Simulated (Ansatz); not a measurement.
# HfCl₂F₂: small, medium and large basis sets

One table from this session's results is given with a row withheld; the runs are named, their logs left out.

The runs use Ansatz 0.2.0, Gaussian basis; one geometry, several basis sets.

Levels to be run: PBE0-D4/def2-SVP; ωB97M-V/def2-SVP; PBE0-D4/def2-QZVPP; ωB97M-V/def2-QZVPP; the functionals' def2-TZVPP values are taken from earlier runs.

## The geometry

The geometry comes from an earlier relaxation with PBE0-D4 in a triple-zeta def2 set; it is a stationary point. Hf takes the def2 core potential; no spin-orbit term is included.

SMILES `[F][Hf]([F])([Cl])[Cl]`, 5 atoms, charge 0, spin multiplicity 1.

Atoms are counted from 1 here; the program's logs count them from 0.

Bond lengths: F1–Hf2 1.886 Å, Hf2–F3 1.886 Å, Hf2–Cl4 2.331 Å, Hf2–Cl5 2.331 Å. Angles: F1–Hf2–F3 108.3°, F1–Hf2–Cl4 109.4°, F1–Hf2–Cl5 109.4°, F3–Hf2–Cl4 109.4°, F3–Hf2–Cl5 109.4°, Cl4–Hf2–Cl5 110.8°.

The first run:

Contents of in.yaml:

```yaml
crystal:
  periodic: [false, false, false]
  atoms:
    - {symbol: F, position_ang: [0.183456, -0.587061, 1.835837]}
    - {symbol: Hf, position_ang: [0.062086, -0.077823, 0.024140]}
    - {symbol: F, position_ang: [1.248021, -1.151413, -0.974483]}
    - {symbol: Cl, position_ang: [-2.116174, -0.418440, -0.732672]}
    - {symbol: Cl, position_ang: [0.672411, 2.161236, -0.194322]}
basis:
  gaussian: {orbitals: def2-SVP}
hamiltonian: {xc: pbe0, dispersion: d4}
output: {orbitals: {seedname: orbitals}}
```

On the command line:

```sh
$ ansatz run in.yaml --threads 4 --pin off --events-out ev --progress --plain --max-ram 10444MiB
```

Among the steps run: PBE0-D4 in def2-SVP; ωB97M-V in def2-SVP; PBE0-D4 in def2-QZVPP; ωB97M-V in def2-QZVPP.

One of the session's tables, all rows but one given; the rest of the session is left out.

It belongs to the step «Density functionals: the series». 

| functional | basis | HOMO (eV) |
| --- | --- | --- |
| PBE0-D4 | def2-SVP | -9.80 |
| PBE0-D4 | def2-TZVPP | -9.82 |
| PBE0-D4 | def2-QZVPP | -9.83 |
| ωB97M-V | def2-SVP | ? |
| ωB97M-V | def2-TZVPP | -12.04 |
| ωB97M-V | def2-QZVPP | -12.07 |

Q: Estimate the row for ωB97M-V, def2-SVP from the others.

As computed: HOMO (eV): -11.98. In the column «HOMO (eV)» it lies between ωB97M-V, def2-TZVPP (-12.04) and PBE0-D4, def2-QZVPP (-9.83).
